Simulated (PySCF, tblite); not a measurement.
**C4H9FO2Si: geometry, infrared bands and NMR shifts**

Aim: predict the infrared bands and NMR shifts of C4H9FO2Si (`FC[SiH]1OCCCO1`).

Programs: tblite 0.8.0 and PySCF 2.14.0, with density-fitted response routines of our own. Each step states its level of theory. These are calculated values for one molecule in the gas phase, unless marked as measured. Atoms are numbered from 0 throughout.

## (1) The starting structure

17 atoms, charge 0, multiplicity 1; geometry from: force field or distance geometry start.

Bonds of the start (Å): F0–C1 1.38, C1–Si2 1.84, Si2–O3 1.67, O3–C4 1.43, C4–C5 1.54, C5–C6 1.54, C6–O7 1.43, O7–Si2 1.68, C1–H8 1.09, C1–H9 1.08, Si2–H10 1.48, C4–H11 1.09, C4–H12 1.09, C5–H13 1.10, C5–H14 1.09, C6–H15 1.11, C6–H16 1.09.

## (2) Geometry optimisation with GFN2-xTB

Job settings and geometry (Å):

```
{"job": {"kind": "relax", "xc": "GFN2-xTB", "basis": "xTB"}, "charge": 0, "multiplicity": 1}
F      3.584600    -0.884600     0.022400
C      2.745100    -0.091100    -0.735600
Si     1.139400     0.129300     0.142000
O      0.227300    -1.258100     0.294100
C     -1.138800    -1.119700     0.689900
C     -1.903900    -0.164500    -0.241700
C     -1.254700     1.226700    -0.220500
O      0.111500     1.205900    -0.639700
H      3.265500     0.855700    -0.879400
H      2.621700    -0.580700    -1.694200
H      1.334600     0.679500     1.500000
H     -1.202600    -0.794500     1.730800
H     -1.603700    -2.109500     0.642400
H     -1.857400    -0.555900    -1.265900
H     -2.951200    -0.090300     0.069100
H     -1.325600     1.676800     0.793900
H     -1.798700     1.886900    -0.898200
```

Command:

```sh
$ OMP_NUM_THREADS=1 python probes_run.py task.json out
```

One launch serves the whole session: the jobs run in the order shown.

**Question.** This job is followed by: GFN2-xTB harmonic vibrations, gas phase; GIAO PBE0/pcSseg-1 NMR shielding, non-relativistic, gas phase. What will the session give for the following? strongest single infrared mode (GFN2-xTB); zero-point energy (GFN2-xTB); 13C shifts against TMS (PBE0/pcSseg-1, means over atoms taken as alike); 1H shifts against TMS (PBE0/pcSseg-1, means over atoms taken as alike); 19F shifts against CFCl3 (PBE0/pcSseg-1); 29Si shifts against TMS (PBE0/pcSseg-1); 17O shifts against H2O (PBE0/pcSseg-1, means over atoms taken as alike); surface potential, 1st and 99th percentile.

The runs gave:

| quantity | value |
| --- | --- |
| strongest single infrared mode (GFN2-xTB) | 1142 cm⁻¹, 307 km/mol |
| zero-point energy (GFN2-xTB) | 81.7 kcal/mol |
| 13C shifts against TMS (PBE0/pcSseg-1, means over atoms taken as alike) | 79.9, 67.2, 36.2 ppm |
| 1H shifts against TMS (PBE0/pcSseg-1, means over atoms taken as alike) | 5.16, 4.67, 4.40, 4.22, 2.14, 1.28 ppm |
| 19F shifts against CFCl3 (PBE0/pcSseg-1) | -316.9 ppm |
| 29Si shifts against TMS (PBE0/pcSseg-1) | -17.7 ppm |
| 17O shifts against H2O (PBE0/pcSseg-1, means over atoms taken as alike) | 49.2 ppm |
| surface potential, 1st and 99th percentile | -1.22 V and 1.12 V |

What this shows: The optimisation took 94 steps and gained 0.240 eV; among the close pairs (by a distance rule), C1–Si2 changed most, from 1.843 to 1.899 Å. No mode is imaginary among the 45: a minimum at this level. The strongest single mode, at 1142 cm⁻¹, has its largest shares on O3, O7, C6 and C4 (the list is cut at 4 atoms). Unscaled tight-binding wavenumbers are off by several per cent, some by more. Its intensities can rank the bands wrongly. C1 (sp3 CH2 bonded to F and Si) lies farthest downfield among carbon, at 79.9 ppm; deshielded by the electronegative neighbour.
